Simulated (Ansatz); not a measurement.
A run of Ansatz 0.2.0 is set up as follows.

Contents of input:

```
crystal:
  lattice:
    - [0.0, 2.90921, 2.90921]
    - [2.90921, 0.0, 2.90921]
    - [2.90921, 2.90921, 0.0]
  atoms:
    - { symbol: W, position: [0.0, 0.0, 0.0] }
    - { symbol: Au, position: [0.75, 0.75, 0.75] }
hamiltonian:
  xc: hse06
  pseudopotentials: { kind: paw }
kpoints:
  mp_grid: { grid: [4, 4, 4] }
  band_path:
    path:
      - [[0.0, 0.0, 0.0], [0.5, 0.0, 0.5], [0.5, 0.25, 0.75], [0.375, 0.375, 0.75], [0.0, 0.0, 0.0], [0.5, 0.5, 0.5], [0.625, 0.25, 0.625], [0.5, 0.25, 0.75], [0.5, 0.5, 0.5], [0.375, 0.375, 0.75]]
      - [[0.625, 0.25, 0.625], [0.5, 0.0, 0.5]]
    npoints: 4
scf:
  occupations: { method: fermi_dirac, width: 0.05 }
  n_extra_bands: 6
output:
  forces: true
  stress: true
  eigenvalues: true
  fatbands: false
```

Question: What does it give for the band gap on the k mesh?

Answer: None (metal or under the smearing width).

Question: Predict the pressure.

Answer: -3.9 GPa.

Levels at the corners of the path, in eV from the Fermi level:
```csv
point,band 12,band 13,band 14,band 15,band 16,band 17,band 18,band 19,band 20,band 21
Γ,-6.56,-6.56,-6.56,-0.98,-0.98,-0.98,1.99,1.99,9.19,11.86
X,-6.60,-5.91,-4.46,-3.08,0.75,1.53,1.72,1.72,3.34,3.79
W,-6.13,-6.13,-4.54,-1.69,-1.08,1.20,2.05,2.28,2.54,3.07
K,-6.45,-5.98,-4.62,-2.22,0.00,0.58,1.53,1.93,2.83,3.79
Γ,-6.56,-6.56,-6.56,-0.98,-0.98,-0.98,1.99,1.99,9.19,11.86
L,-6.47,-6.47,-5.59,-2.06,-0.31,-0.31,1.74,1.74,2.44,8.58
U,-6.45,-5.98,-4.62,-2.22,0.00,0.58,1.53,1.93,2.83,3.79
W,-6.13,-6.13,-4.54,-1.69,-1.08,1.20,2.05,2.28,2.54,3.07
L,-6.47,-6.47,-5.59,-2.06,-0.31,-0.31,1.74,1.74,2.44,8.58
K,-6.45,-5.98,-4.62,-2.22,0.00,0.58,1.53,1.93,2.83,3.79
U,-6.45,-5.98,-4.62,-2.22,0.00,0.58,1.53,1.93,2.83,3.79
X,-6.60,-5.91,-4.46,-3.08,0.75,1.53,1.72,1.72,3.34,3.79
```

Caveat: the k mesh is coarse (spacing up to 0.47 Å⁻¹), so the values aren't converged, least of all with exact exchange; spin-orbit coupling is left out, which moves the levels of the heavy elements; the PAW data sets come from PBE, with cores solved anew for the run's functional, which leaves a small shift of forces and pressure; the thresholds are loose for stress.
